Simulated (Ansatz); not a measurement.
# SnSe2 (1T): the cost of one run

Method: DFT PBE+D3(BJ), scalar-relativistic, plane waves, PAW, in Ansatz 0.2.0.

### Step 1. The structure to begin with

It takes space group P-3m1 (No. 164, trigonal). The conventional cell has a = 3.508 Å, b = 3.508 Å, c = 5.649 Å, α = 90.00°, β = 90.00°, γ = 120.00°. Sn (site symmetry -3m) has 6 Se at 2.47 Å as nearest neighbours. Se (site symmetry 3m) has 3 Sn at 2.47 Å as nearest neighbours.

As a file:

```
Sn Se
1.0
     3.50809    0.00000    0.00000
    -1.75404    3.03809    0.00000
     0.00000    0.00000    5.64921
Sn Se
1 2
Cartesian
  0.0000 0.0000 0.0000
  0.0000 2.0254 1.4123
  1.7540 1.0127 4.2369
```

### Step 2. Relaxing cell and atoms: SnSe2 (1T), no spin, 30 GPa, volume × 0.78

input.yaml reads:

```yaml
crystal:
  lattice:
    - [3.5080880318, 0.0, 0.0]
    - [-1.7540440159, 3.0380933543, 0.0]
    - [0.0, 0.0, 5.6492091974]
  atoms:
    - { symbol: Sn, position: [0.0, 0.0, 0.0] }
    - { symbol: Se, position: [0.3333333333, 0.6666666667, 0.25] }
    - { symbol: Se, position: [0.6666666667, 0.3333333333, 0.75] }
scf:
  occupations: { method: gaussian, width: 0.05 }
output:
  forces: true
  stress: true
  eigenvalues: true
  write_density: true
  write_potential: true
  elf: true
  volumetric_format: npy
hamiltonian:
  xc: pbe
  dispersion: d3bj
basis:
  ecutwfc: 500
kpoints:
  mp_grid: { grid: [18, 18, 10] }
relax:
  f_tol: 0.002
  max_steps: 60
  cell: { stress_tol: 0.02, p_target: 30 }
```

On the command line:

```console
$ ansatz run input.yaml --threads 4 --pin off --max-ram 10240MiB --backend cpu --events-out ev --progress --plain --runs-dir out
```

What time and memory should one allow on 4 threads of Intel Xeon 6975P-C (Granite Rapids), shared host?

About 45 s, with a peak of 0.89 GiB.
